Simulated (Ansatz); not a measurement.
**AsH (triplet): relaxing a cheap start**

Where does this start of AsH (triplet) end when it is relaxed?

Method: UKS PBE0/def2-TZVP; program: Ansatz 0.2.0, Gaussian basis.

## 1. Starting geometry

2 atoms, charge 0, spin multiplicity 3.

Atoms are counted from 1 here; the program's logs count them from 0.

Bond lengths: As1–H2 1.500 Å.

The start is set by covalent radii. Sticks and bond lists go by distance. No spin-orbit coupling is included. 

## 2. The run

in.yaml reads:

```yaml
crystal:
  periodic: [false, false, false]
  atoms:
    - {symbol: As, position_ang: [0.000000, 0.000000, 0.000000]}
    - {symbol: H, position_ang: [0.000000, 0.000000, 1.500000]}
basis:
  gaussian: {orbitals: def2-TZVP}
magnetization: {spin_polarized: true, initial_magnetization: 2}
hamiltonian: {xc: pbe0}
relax: {f_tol: 0.004, max_steps: 80}
```

On the command line:

```sh
ansatz run in.yaml --threads 1 --pin off --events-out ev --progress --plain --max-ram 2176MiB
```

Before running it: what results should come out? Wanted: energy gained; shift from the start; total energy; dipole moment; ⟨S²⟩.

**Answer**, as computed:

| quantity | value |
| --- | --- |
| steps | 3 |
| energy gained | 0.009 eV |
| shift from the start (rms) | 0.016 Å |
| total energy | -60848.6432 eV |
| dipole moment | 0.22 D |
| ⟨S²⟩ | 2.006 |

In words: The bonds of the start are those of the end. As1–H2 went from 1.500 to 1.531 Å. No vibrations were run, so this is a stationary point, not a proven minimum, and this spin need not be the ground state's.
